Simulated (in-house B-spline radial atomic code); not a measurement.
**Ru²¹⁺: excited configurations in jj coupling**

Aim: the energies of several excited configurations of Ru²¹⁺ above a reference configuration, each from its own self-consistent run.

The numbers are computed with in-house B-spline radial atomic code version 1 (Dirac-Hartree-Fock, average of configuration, Fermi nucleus, basis-set limit), except any that are marked as measured or tabulated.

### 1 Starting point

* element: ruthenium (Z = 44)
* charge: +21
* electrons: 23
* configuration: 1s2 2s2 2p6 3s2 3p6 3d-4 3d+1
* Hamiltonian: Dirac-Coulomb
* nucleus: Fermi, rms radius 4.481 fm

In configurations, a minus sign after the shell means j = l − 1/2 and a plus sign j = l + 1/2; the count of electrons follows.

Settings of the run:

```ini
Z = 44
electrons = 23.0
configuration = 1s2 2s2 2p6 3s2 3p6 3d-4 3d+1
hamiltonian = dirac
method = hf
spin_polarised = False
nucleus = fermi
rms_radius = 4.4809
mass_number = 102
atomic_mass = 101.904340312
speed_of_light = 137.035999084
```

The reference is known from an earlier run: -4290.414139 hartree in all. Up to eight levels, counted from the top:

```
orbital  occupation  energy (eV)  <r> (bohr)
  2s1/2           2     -4026.52      0.1444
  2p1/2           2     -3775.98      0.1232
  2p3/2           4     -3635.03      0.1276
  3s1/2           2     -1263.76      0.3797
  3p1/2           2     -1171.23      0.3686
  3p3/2           4     -1131.21      0.3782
  3d3/2           4      -983.93      0.3411
  3d5/2           1      -975.93      0.3440
```

### 2 Configuration 1s2 2s2 2p6 3s2 3p6 3d-3 3d+1 7f+1

The settings differ from step 1 so:

```diff
@@ -2,3 +2,3 @@
 electrons = 23.0
-configuration = 1s2 2s2 2p6 3s2 3p6 3d-4 3d+1
+configuration = 1s2 2s2 2p6 3s2 3p6 3d-3 3d+1 7f+1
 hamiltonian = dirac
```

Main fields of the result record, rounded:

```text
{
  "status": "converged",
  "iterations": 8,
  "energy [hartree]": {"total": -4259.4399626, "kinetic": 4444.35526684, "nuclear": -9622.62920765, "coulomb": 1020.92845283, "exact_exchange": -102.094474614},
  "breit [hartree]": {"gaunt": 3.06728, "retardation": -0.2994146, "frequency_dependence": -0.02172542},
  "qed [hartree]": {"self_energy": 2.129772, "uehling": -0.2519598, "wichmann_kroll": 0.004134072},
  "recoil [hartree]": 0.01668573,
  "total_with_corrections [hartree]": -4254.79519078,
  "orbitals [hartree, bohr; first row names the columns]": [
    ["name", "occ", "eps", "<r>"],
    ["1s1/2", 2.0, -848.19943, 0.033428],
    ["2s1/2", 2.0, -150.42837, 0.14421],
    ["2p1/2", 2.0, -141.18474, 0.12303],
    ["2p3/2", 4.0, -136.08442, 0.12743],
    ["3s1/2", 2.0, -48.218925, 0.3764],
    ["3p1/2", 2.0, -44.724352, 0.36512],
    ["3p3/2", 4.0, -43.379972, 0.37415],
    ["3d3/2", 3.0, -38.104088, 0.33591],
    ["3d5/2", 1.0, -37.835362, 0.33861],
    ["7f7/2", 1.0, -5.0891613, 2.9638]
  ],
  "sum_r [bohr^k]": {"-1": 218.6977, "1": 8.400821, "2": 11.91543},
  "energy_minus_base [hartree]": 30.9741763,
  "energy_minus_base_with_corrections [hartree]": 30.9586987
}
```

It took 0.83 s on 1 thread, shared host.

energy_minus_base is the energy less that of the reference run.

### 3 Run with 1s2 2s2 2p6 3s2 3p6 3d+4 6f+1

The settings differ from step 2 so:

```diff
@@ -2,3 +2,3 @@
 electrons = 23.0
-configuration = 1s2 2s2 2p6 3s2 3p6 3d-3 3d+1 7f+1
+configuration = 1s2 2s2 2p6 3s2 3p6 3d+4 6f+1
 hamiltonian = dirac
```

Results of the run:

```text
{
  "status": "converged",
  "iterations": 8,
  "energy [hartree]": {"total": -4260.74057316, "kinetic": 4444.44866569, "nuclear": -9626.84849641, "coulomb": 1024.32243029, "exact_exchange": -102.663172735},
  "breit [hartree]": {"gaunt": 3.044431, "retardation": -0.2994634, "frequency_dependence": -0.02195913},
  "qed [hartree]": {"self_energy": 2.131608, "uehling": -0.2519666, "wichmann_kroll": 0.004134183},
  "recoil [hartree]": 0.01669165,
  "total_with_corrections [hartree]": -4256.11709708,
  "orbitals [hartree, bohr; first row names the columns]": [
    ["name", "occ", "eps", "<r>"],
    ["1s1/2", 2.0, -848.10508, 0.033428],
    ["2s1/2", 2.0, -150.31457, 0.1442],
    ["2p1/2", 2.0, -140.76419, 0.12271],
    ["2p3/2", 4.0, -136.13961, 0.12757],
    ["3s1/2", 2.0, -48.070716, 0.37637],
    ["3p1/2", 2.0, -44.073378, 0.36634],
    ["3p3/2", 4.0, -43.475405, 0.37343],
    ["3d5/2", 4.0, -37.747306, 0.33836],
    ["6f7/2", 1.0, -6.9761573, 2.0862]
  ],
  "sum_r [bohr^k]": {"-1": 218.7936, "1": 7.52978, "2": 6.92595},
  "energy_minus_base [hartree]": 29.6735657,
  "energy_minus_base_with_corrections [hartree]": 29.6367924
}
```

Run time: 0.58 s. Hardware: 1 thread, shared host.

### 4 Run with 1s2 2s2 2p6 3s2 3p6 3d-2 3d+2 5f+1

The settings differ from step 3 so:

```diff
@@ -2,3 +2,3 @@
 electrons = 23.0
-configuration = 1s2 2s2 2p6 3s2 3p6 3d+4 6f+1
+configuration = 1s2 2s2 2p6 3s2 3p6 3d-2 3d+2 5f+1
 hamiltonian = dirac
```

Results of the run:

```text
{
  "status": "converged",
  "iterations": 8,
  "energy [hartree]": {"total": -4264.18517721, "kinetic": 4448.68693876, "nuclear": -9641.32245289, "coulomb": 1029.31196747, "exact_exchange": -100.861630554},
  "breit [hartree]": {"gaunt": 3.056682, "retardation": -0.2994569, "frequency_dependence": -0.02179849},
  "qed [hartree]": {"self_energy": 2.130339, "uehling": -0.2519575, "wichmann_kroll": 0.004134035},
  "recoil [hartree]": 0.01670798,
  "total_with_corrections [hartree]": -4259.55052648,
  "orbitals [hartree, bohr; first row names the columns]": [
    ["name", "occ", "eps", "<r>"],
    ["1s1/2", 2.0, -847.77367, 0.033428],
    ["2s1/2", 2.0, -149.99147, 0.14421],
    ["2p1/2", 2.0, -140.64605, 0.12292],
    ["2p3/2", 4.0, -135.70444, 0.12748],
    ["3s1/2", 2.0, -47.782888, 0.37656],
    ["3p1/2", 2.0, -44.117894, 0.3657],
    ["3p3/2", 4.0, -43.027437, 0.37412],
    ["3d3/2", 2.0, -37.631704, 0.33617],
    ["3d5/2", 2.0, -37.420572, 0.33878],
    ["5f7/2", 1.0, -10.078858, 1.3547]
  ],
  "sum_r [bohr^k]": {"-1": 219.1226, "1": 6.796594, "2": 4.072285},
  "energy_minus_base [hartree]": 26.2289617,
  "energy_minus_base_with_corrections [hartree]": 26.203363
}
```

Wall time 0.57 s (1 thread, shared host).

### 5 1s2 2s2 2p6 3s2 3p-2 3p+3 3d+5 4p-1

The settings differ from step 4 so:

```diff
@@ -2,3 +2,3 @@
 electrons = 23.0
-configuration = 1s2 2s2 2p6 3s2 3p6 3d-2 3d+2 5f+1
+configuration = 1s2 2s2 2p6 3s2 3p-2 3p+3 3d+5 4p-1
 hamiltonian = dirac
```

Results of the run:

```text
{
  "status": "converged",
  "iterations": 8,
  "energy [hartree]": {"total": -4268.04250051, "kinetic": 4451.94721311, "nuclear": -9662.63787182, "coulomb": 1044.72873981, "exact_exchange": -102.080581611},
  "breit [hartree]": {"gaunt": 3.036429, "retardation": -0.2977643, "frequency_dependence": -0.02108242},
  "qed [hartree]": {"self_energy": 2.129673, "uehling": -0.2519585, "wichmann_kroll": 0.004133997},
  "recoil [hartree]": 0.01664562,
  "total_with_corrections [hartree]": -4263.42642424,
  "orbitals [hartree, bohr; first row names the columns]": [
    ["name", "occ", "eps", "<r>"],
    ["1s1/2", 2.0, -847.21855, 0.033425],
    ["2s1/2", 2.0, -149.24693, 0.14423],
    ["2p1/2", 2.0, -139.72566, 0.12267],
    ["2p3/2", 4.0, -135.06551, 0.12783],
    ["3s1/2", 2.0, -47.086068, 0.3776],
    ["3p1/2", 2.0, -43.220457, 0.36734],
    ["3p3/2", 3.0, -42.718207, 0.37428],
    ["3d5/2", 5.0, -36.745702, 0.34001],
    ["4p1/2", 1.0, -20.253817, 0.78346]
  ],
  "sum_r [bohr^k]": {"-1": 219.607, "1": 6.208162, "2": 2.657261},
  "energy_minus_base [hartree]": 22.3716384,
  "energy_minus_base_with_corrections [hartree]": 22.3274652
}
```

Run time: 0.42 s. Hardware: 1 thread, shared host.

Radial density 4πr²n(r) and radial functions P(r) = rR(r):

```
r (bohr)      4πr²n    3p3/2   3d5/2    4p1/2
 0.00241      4.608   0.0064  0.0000   0.0068
 0.00349      8.450   0.0129  0.0001   0.0118
 0.00505      14.84   0.0259  0.0003   0.0209
 0.00731      24.52   0.0511  0.0009   0.0376
  0.0106      37.18   0.0990  0.0025   0.0676
  0.0153      49.64   0.1842  0.0071   0.1187
  0.0222      56.32   0.3294  0.0196   0.2026
  0.0322      53.08   0.5483  0.0519   0.3239
  0.0466      47.70   0.8176  0.1288   0.4637
  0.0675      55.39   1.0281  0.2959   0.5520
  0.0978      68.02   0.9401  0.6099   0.4481
   0.142      55.53   0.2872  1.0872   0.0195
   0.205      36.34  -0.8319  1.5776  -0.5880
   0.297      39.85  -1.7248  1.7570  -0.7911
   0.430      27.34  -1.5960  1.3581  -0.0210
   0.623      6.947  -0.7403  0.6311   1.1228
   0.903      1.715  -0.1453  0.1411   1.2179
    1.31     0.1928  -0.0087  0.0108   0.4378
    1.89   0.002074  -0.0001  0.0002   0.0455
    2.74  6.579e-07   0.0000  0.0000   0.0008
```

Clear maxima of the radial density (full grid of the record): 0.022, 0.098, 0.30 bohr.

X-ray form factor of the spherical density:

```
sinθ/λ (1/Å)  f (electrons)
           0         23.000
         0.1         22.806
         0.2         22.244
         0.3         21.372
         0.4         20.269
         0.6         17.696
         0.8         15.067
           1         12.679
         1.4          9.040
         1.8          6.902
         2.5          5.126
           4          2.842
           6          1.469
```

### 6 1s2 2s2 2p6 3s2 3p6 3d-3 3d+1 7p-1

The settings differ from step 5 so:

```diff
@@ -2,3 +2,3 @@
 electrons = 23.0
-configuration = 1s2 2s2 2p6 3s2 3p-2 3p+3 3d+5 4p-1
+configuration = 1s2 2s2 2p6 3s2 3p6 3d-3 3d+1 7p-1
 hamiltonian = dirac
```

Results of the run:

```text
{
  "status": "converged",
  "iterations": 8,
  "energy [hartree]": {"total": -4260.11255856, "kinetic": 4445.14908492, "nuclear": -9624.30092602, "coulomb": 1021.14611668, "exact_exchange": -102.10683413},
  "breit [hartree]": {"gaunt": 3.069671, "retardation": -0.2997478, "frequency_dependence": -0.0217205},
  "qed [hartree]": {"self_energy": 2.12974, "uehling": -0.2519587, "wichmann_kroll": 0.004134064},
  "recoil [hartree]": 0.01668089,
  "total_with_corrections [hartree]": -4255.4657593,
  "orbitals [hartree, bohr; first row names the columns]": [
    ["name", "occ", "eps", "<r>"],
    ["1s1/2", 2.0, -848.16607, 0.033429],
    ["2s1/2", 2.0, -150.41514, 0.14422],
    ["2p1/2", 2.0, -141.17184, 0.12303],
    ["2p3/2", 4.0, -136.06792, 0.12744],
    ["3s1/2", 2.0, -48.217162, 0.3764],
    ["3p1/2", 2.0, -44.726811, 0.36508],
    ["3p3/2", 4.0, -43.376307, 0.37415],
    ["3d3/2", 3.0, -38.103566, 0.33591],
    ["3d5/2", 1.0, -37.829866, 0.33861],
    ["7p1/2", 1.0, -5.7617569, 2.8257]
  ],
  "sum_r [bohr^k]": {"-1": 218.7357, "1": 8.262661, "2": 10.89405},
  "energy_minus_base [hartree]": 30.3015803,
  "energy_minus_base_with_corrections [hartree]": 30.2881302
}
```

Wall time 0.72 s (1 thread, shared host).

### 7 Configuration 1s2 2s2 2p6 3s2 3p6 3d-3 3d+2

The settings differ from step 6 so:

```diff
@@ -2,3 +2,3 @@
 electrons = 23.0
-configuration = 1s2 2s2 2p6 3s2 3p6 3d-3 3d+1 7p-1
+configuration = 1s2 2s2 2p6 3s2 3p6 3d-3 3d+2
 hamiltonian = dirac
```

Results of the run:

```text
{
  "status": "converged",
  "iterations": 8,
  "energy [hartree]": {"total": -4290.14865888, "kinetic": 4474.71346513, "nuclear": -9730.07819116, "coulomb": 1069.20791836, "exact_exchange": -103.991851204},
  "breit [hartree]": {"gaunt": 3.074816, "retardation": -0.3016256, "frequency_dependence": -0.02168532},
  "qed [hartree]": {"self_energy": 2.128615, "uehling": -0.2518172, "wichmann_kroll": 0.004131728},
  "recoil [hartree]": 0.01668343,
  "total_with_corrections [hartree]": -4285.4995416,
  "orbitals [hartree, bohr; first row names the columns]": [
    ["name", "occ", "eps", "<r>"],
    ["1s1/2", 2.0, -845.7154, 0.033428],
    ["2s1/2", 2.0, -147.9936, 0.14435],
    ["2p1/2", 2.0, -138.68706, 0.12312],
    ["2p3/2", 4.0, -133.66097, 0.1276],
    ["3s1/2", 2.0, -46.449371, 0.37963],
    ["3p1/2", 2.0, -42.882922, 0.36899],
    ["3p3/2", 4.0, -41.658898, 0.37797],
    ["3d3/2", 3.0, -36.137725, 0.34114],
    ["3d5/2", 2.0, -35.891614, 0.34387]
  ],
  "sum_r [bohr^k]": {"-1": 221.1398, "1": 5.832487, "2": 2.156463},
  "energy_minus_base [hartree]": 0.265480023,
  "energy_minus_base_with_corrections [hartree]": 0.254347868
}
```

Run time: 0.38 s. Hardware: 1 thread, shared host.

### 8 Run with 1s2 2s2 2p6 3s2 3p6 3d-1 3d+4

The settings differ from step 7 so:

```diff
@@ -2,3 +2,3 @@
 electrons = 23.0
-configuration = 1s2 2s2 2p6 3s2 3p6 3d-3 3d+2
+configuration = 1s2 2s2 2p6 3s2 3p6 3d-1 3d+4
 hamiltonian = dirac
```

Results of the run:

```text
{
  "status": "converged",
  "iterations": 8,
  "energy [hartree]": {"total": -4289.76071537, "kinetic": 4473.55197833, "nuclear": -9727.94960608, "coulomb": 1068.60686598, "exact_exchange": -103.969953605},
  "breit [hartree]": {"gaunt": 3.059718, "retardation": -0.301609, "frequency_dependence": -0.021836},
  "qed [hartree]": {"self_energy": 2.129812, "uehling": -0.2518228, "wichmann_kroll": 0.004131819},
  "recoil [hartree]": 0.01668507,
  "total_with_corrections [hartree]": -4285.12563608,
  "orbitals [hartree, bohr; first row names the columns]": [
    ["name", "occ", "eps", "<r>"],
    ["1s1/2", 2.0, -845.76516, 0.033428],
    ["2s1/2", 2.0, -148.03201, 0.14434],
    ["2p1/2", 2.0, -138.52695, 0.12291],
    ["2p3/2", 4.0, -133.80849, 0.1277],
    ["3s1/2", 2.0, -46.46154, 0.37956],
    ["3p1/2", 2.0, -42.562099, 0.36976],
    ["3p3/2", 4.0, -41.832343, 0.37743],
    ["3d3/2", 1.0, -36.092714, 0.3412],
    ["3d5/2", 4.0, -35.94306, 0.34363]
  ],
  "sum_r [bohr^k]": {"-1": 221.0914, "1": 5.836269, "2": 2.159172},
  "energy_minus_base [hartree]": 0.653423532,
  "energy_minus_base_with_corrections [hartree]": 0.628253391
}
```

It took 0.39 s on 1 thread, shared host.

### 9 All configurations in order

| net move | configuration | energy above the reference (eV) | with Breit, QED, recoil (eV) | largest <r> (bohr) |
| --- | --- | --- | --- | --- |
| 3d3/2 → 3d5/2 | 1s2 2s2 2p6 3s2 3p6 3d-3 3d+2 | 7.224 | 6.921 | 0.380 |
| 3×3d3/2 → 3×3d5/2 | 1s2 2s2 2p6 3s2 3p6 3d-1 3d+4 | 17.781 | 17.096 | 0.380 |
| 4×3d3/2, 3p3/2 → 4×3d5/2, 4p1/2 | 1s2 2s2 2p6 3s2 3p-2 3p+3 3d+5 4p-1 | 608.76 | 607.56 | 0.783 |
| 2×3d3/2 → 3d5/2, 5f7/2 | 1s2 2s2 2p6 3s2 3p6 3d-2 3d+2 5f+1 | 713.73 | 713.03 | 1.35 |
| 4×3d3/2 → 3×3d5/2, 6f7/2 | 1s2 2s2 2p6 3s2 3p6 3d+4 6f+1 | 807.46 | 806.46 | 2.09 |
| 3d3/2 → 7p1/2 | 1s2 2s2 2p6 3s2 3p6 3d-3 3d+1 7p-1 | 824.55 | 824.18 | 2.83 |
| 3d3/2 → 7f7/2 | 1s2 2s2 2p6 3s2 3p6 3d-3 3d+1 7f+1 | 842.85 | 842.43 | 2.96 |

What this shows: The energies run from 7.224 eV (3d3/2 → 3d5/2) to 842.85 eV (3d3/2 → 7f7/2). These are averages over configurations, without correlation, not spectroscopic levels.
